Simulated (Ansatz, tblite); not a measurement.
**The cluster Ta₂H₄O₇: one state, many levels**

How do method and basis change the picture of the cluster Ta₂H₄O₇ (singlet)?

Computed with Ansatz 0.2.0, Gaussian basis. Level: as each input shows.

Levels to be run: GFN1-xTB, GFN2-xTB, PBE-D4/def2-TZVP, r2SCAN-D4/def2-TZVP, HSE06-D4/def2-TZVP, r2SCAN0-D4/def2-TZVP, ωB97M-V/def2-TZVP, PBE-D4/def2-SVP, PBE0-D4/def2-SVP, PBE0-D4/def2-TZVPD, PBE-D4/def2-TZVPD, HSE06-D4/def2-TZVPD, MP2/def2-TZVP, RPA/def2-TZVP.

3 further runs of the same task are left out: 1 that didn't finish, 2 set aside as unsound or not needed. Runs told in other sessions of the task aren't counted.

## 1. The structure

The geometry is that of the singlet, from an earlier relaxation (PBE-D4/def2-SVP). At that level it is the lowest of the isomers that a small search found.

13 atoms, charge 0, spin multiplicity 1.

Bond lengths: Ta1–O3 1.748 Å, Ta1–O4 1.948 Å, Ta1–O5 1.918 Å, Ta1–O6 2.072 Å, Ta1–O9 2.226 Å, Ta2–O4 1.946 Å, Ta2–O6 2.609 Å, Ta2–O7 1.968 Å, Ta2–O8 1.736 Å, Ta2–H12 1.793 Å, O5–H10 0.974 Å, O6–O9 1.485 Å, O7–H13 0.976 Å, O9–H11 1.017 Å. Angles: O3–Ta1–O4 101.1°, O3–Ta1–O5 110.9°, O3–Ta1–O6 122.8°, O3–Ta1–O9 90.6°, O4–Ta1–O5 113.6°, O4–Ta1–O6 82.2°, O4–Ta1–O9 112.8°, O5–Ta1–O6 119.8°, O5–Ta1–O9 123.0°, O6–Ta1–O9 40.2°, O4–Ta2–O6 69.2°, O4–Ta2–O7 111.0°, O4–Ta2–O8 108.7°, O4–Ta2–H12 113.0°, O6–Ta2–O7 69.7°, O6–Ta2–O8 174.2°, O6–Ta2–H12 84.2°, O7–Ta2–O8 106.8° and more.

Ta takes a core potential in the def2 sets. No spin-orbit coupling is included.

PBE0-D4/def2-TZVP was run before; its log isn't repeated, and its numbers join the tables.

## 2. GFN1-xTB

Tight binding, by tblite at 300 K electronic temperature and without a spin-polarisation term:

```python
tblite.interface.Calculator('GFN1-xTB', numbers, positions, charge=0, uhf=0).singlepoint()
```

Energy -1065.7601 eV, HOMO -11.61 eV, LUMO -7.35 eV; 0.016 s.

## 3. GFN2-xTB

Tight binding, by tblite at 300 K electronic temperature and without a spin-polarisation term:

```python
tblite.interface.Calculator('GFN2-xTB', numbers, positions, charge=0, uhf=0).singlepoint()
```

Energy -936.3660 eV, HOMO -11.73 eV, LUMO -8.34 eV; 0.015 s.

## 4. PBE-D4/def2-TZVP

start.molden holds the orbitals of an earlier run on this state, given as this run's starting guess.

Input file in.yaml:

```yaml
crystal:
  periodic: [false, false, false]
  atoms:
    - {symbol: Ta, position_ang: [0.554687, 1.335520, -0.146257]}
    - {symbol: Ta, position_ang: [-1.395636, -1.159818, -0.406537]}
    - {symbol: O, position_ang: [0.327574, 1.602432, 1.566488]}
    - {symbol: O, position_ang: [-1.229690, 0.760173, -0.674734]}
    - {symbol: O, position_ang: [1.131464, 2.943401, -1.018226]}
    - {symbol: O, position_ang: [1.074583, -0.508598, -0.934670]}
    - {symbol: O, position_ang: [-0.203520, -1.776502, 1.032541]}
    - {symbol: O, position_ang: [-3.018202, -1.512413, 0.100444]}
    - {symbol: O, position_ang: [1.919579, -0.370199, 0.278646]}
    - {symbol: H, position_ang: [1.264345, 3.839597, -0.660239]}
    - {symbol: H, position_ang: [1.392232, -0.983399, 0.895285]}
    - {symbol: H, position_ang: [-1.286807, -2.091555, -1.934297]}
    - {symbol: H, position_ang: [-0.530609, -2.078648, 1.901566]}
basis:
  gaussian: {orbitals: def2-TZVP, initial_orbitals: start.molden}
hamiltonian: {xc: pbe, dispersion: d4}
scf: {omitted_lower_state_checks: [starts]}
output: {orbitals: {seedname: orbitals}}
```

Run with:

```
$ ansatz run in.yaml --threads 4 --pin off --events-out ev --progress --plain --max-ram 4787MiB
```

The runs that follow: r2SCAN-D4/def2-TZVP; HSE06-D4/def2-TZVP; r2SCAN0-D4/def2-TZVP; ωB97M-V/def2-TZVP; PBE-D4/def2-SVP; PBE0-D4/def2-SVP; PBE0-D4/def2-TZVPD; PBE-D4/def2-TZVPD; HSE06-D4/def2-TZVPD; MP2/def2-TZVP; RPA/def2-TZVP.

Before running them: what should the planned runs give, taken together? Wanted: gap in def2-TZVP, named functionals, smallest and largest; correlation energy, MP2/def2-TZVP; binding an atom, functionals in def2-TZVP; PBE0 total energy, smallest basis above largest.

As calculated:

| quantity | value |
| --- | --- |
| gap in def2-TZVP, named functionals, smallest and largest | 4.16 eV (PBE-D4), 11.01 eV (ωB97M-V) |
| correlation energy, MP2/def2-TZVP | -66.21 eV |
| binding an atom, functionals in def2-TZVP | 4.49 (r2SCAN0-D4) to 4.93 eV (PBE-D4) |
| PBE0 total energy, smallest basis above largest | 18.39 eV (def2-SVP, def2-TZVPD) |

In words: Orbital gaps of the named functionals in def2-TZVP span 4.16 eV (PBE-D4) to 11.01 eV (ωB97M-V); exact exchange widens it.
